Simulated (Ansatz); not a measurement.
# YTiGeAs3: the cost of one run

Method: DFT PBE, scalar-relativistic, plane waves, PAW, unless a step names another level, in Ansatz 0.2.0.

5 further runs of the same task are left out: 5 set aside as unsound or not needed.

### Step 1. Plan

Pauling electronegativities: Y 1.22, Ti 1.54, Ge 2.01, As 2.18 (spread 0.96). The formula balances with common oxidation states: Ge +4, Y +3, Ti +2, As -3. Tabulated atomic sizes suggest about 20 Å³/atom. 33 candidates were drawn, by swapping species into database cells of other compounds, at random by space group and Wyckoff sites, or by hand, as the table says:

```
name                   made from  space group no.                      Wyckoff sites  atoms (primitive cell)  V (Å³/atom)
 c01                      random              123      Y 1a; Ti 1d; Ge 1b; As 2f, 1c                       6         21.6
 c02  database cell of LaAlCuNi3              187          Y 1e; Ti 1a; Ge 1c; As 3k                       6         21.9
 c03  database cell of ZnGaCuSe3                8  Y 2a; Ti 2a; Ge 2a; As 2a, 2a, 2a                       6         22.6
 c04                      random              156          Y 1b; Ti 1a; Ge 1c; As 3d                       6         26.0
 c05                      random               25      Y 1c; Ti 1c; Ge 1a; As 2g, 1b                       6         24.0
 c06                      random              187      Y 1b; Ti 1f; Ge 1a; As 2i, 1e                       6         23.6
 c07                      random               65      Y 2b; Ti 2a; Ge 2d; As 4f, 2c                       6         23.0
 c08                      random              187  Y 1a; Ti 1d; Ge 1b; As 1e, 1f, 1c                       6         26.0
 c09                      random               65      Y 2b; Ti 2a; Ge 2c; As 4i, 2d                       6         22.7
 c10                      random               65      Y 2a; Ti 2d; Ge 2b; As 4k, 2c                       6         23.7
 c11                      random               12      Y 2b; Ti 2c; Ge 2d; As 4e, 2a                       6         26.1
 c12                      random               71      Y 2b; Ti 2a; Ge 2d; As 4i, 2c                       6         22.8
 c13  database cell of LaMnAlNi3              187          Y 1a; Ti 1c; Ge 1e; As 3k                       6         22.3
 c14                      random               71      Y 2d; Ti 2b; Ge 2a; As 4g, 2c                       6         26.3
 c15                      random              123      Y 1b; Ti 1c; Ge 1d; As 1a, 2e                       6         21.6
 c16                      random              187      Y 1b; Ti 1e; Ge 1a; As 1f, 2g                       6         20.8
 c17                      random               65      Y 2a; Ti 2c; Ge 2d; As 2b, 4j                       6         24.7
 c18                      random              187      Y 1e; Ti 1f; Ge 1a; As 2h, 1d                       6         25.2
 c19                      random               22      Y 4a; Ti 4d; Ge 4b; As 8g, 4c                       6         26.0
 c20  database cell of LaAlCuNi3               10      Y 1g; Ti 1b; Ge 1f; As 2m, 1e                       6         22.1
 c21   database cell of TlSbPbS3                1  Y 1a; Ti 1a; Ge 1a; As 1a, 1a, 1a                       6         26.0
 c22                      random               12      Y 2a; Ti 2c; Ge 2d; As 4e, 2b                       6         24.4
 c23                      random               99      Y 1a; Ti 1a; Ge 1b; As 2c, 1b                       6         25.3
 c24                      random               38      Y 2a; Ti 2b; Ge 2b; As 4d, 2b                       6         23.1
 c25                      random              119      Y 2b; Ti 2d; Ge 2a; As 4f, 2c                       6         21.0
 c26                      random              156          Y 1b; Ti 1c; Ge 1a; As 3d                       6         24.7
 c27  database cell of DyGaFeCo3               10      Y 1a; Ti 1f; Ge 1e; As 2m, 1h                       6         21.5
 c28                      random                8      Y 2a; Ti 2a; Ge 2a; As 2a, 4b                       6         25.6
 c29                      random              123      Y 1a; Ti 1b; Ge 1d; As 2h, 1c                       6         25.6
 c30                      random              146          Y 3a; Ti 3a; Ge 3a; As 9b                       6         23.8
 c31                      random              123      Y 1a; Ti 1c; Ge 1d; As 2f, 1b                       6         23.1
 c32                      random              143          Y 1b; Ti 1a; Ge 1b; As 3d                       6         21.6
 c33  database cell of ZrScMnNi3              160          Y 3a; Ti 3a; Ge 3a; As 9b                       6         23.4
```

### Step 2. Screening run of c17

Contents of input.yaml:

```yaml
crystal:
  lattice:
    - [3.26757056, -4.39903705, 0.0]
    - [3.26757056, 4.39903705, 0.0]
    - [0.0, 0.0, 5.14788259]
  atoms:
    - { symbol: "Y", position: [0.0, 0.0, 0.0] }
    - { symbol: Ti, position: [0.5, 0.5, 0.5] }
    - { symbol: Ge, position: [0.0, 0.0, 0.5] }
    - { symbol: As, position: [0.5, 0.5, 0.0] }
    - { symbol: As, position: [0.24065055, 0.75934945, 0.5] }
    - { symbol: As, position: [0.75934945, 0.24065055, 0.5] }
basis:
  ecutwfc: 420
kpoints:
  mp_grid: { grid: [3, 3, 3] }
hamiltonian:
  xc: pbe
scf:
  occupations: { method: gaussian, width: 0.2 }
  lower_state_search: "off"
output:
  forces: true
  stress: true
  eigenvalues: true
relax:
  adjacent_minimum: "off"
  f_tol: 0.08
  max_steps: 16
  cell: { stress_tol: 0.8 }
```

Started as:

```sh
ansatz run input.yaml --threads 1 --pin off --max-ram 2560MiB --backend cpu --events-out ev --progress --plain --runs-dir out
```

**Question.** How long does this run take on 1 thread of Intel Xeon at 2.70GHz, shared host, and how much memory does it need?

About 42 s, with a peak of 0.51 GiB.
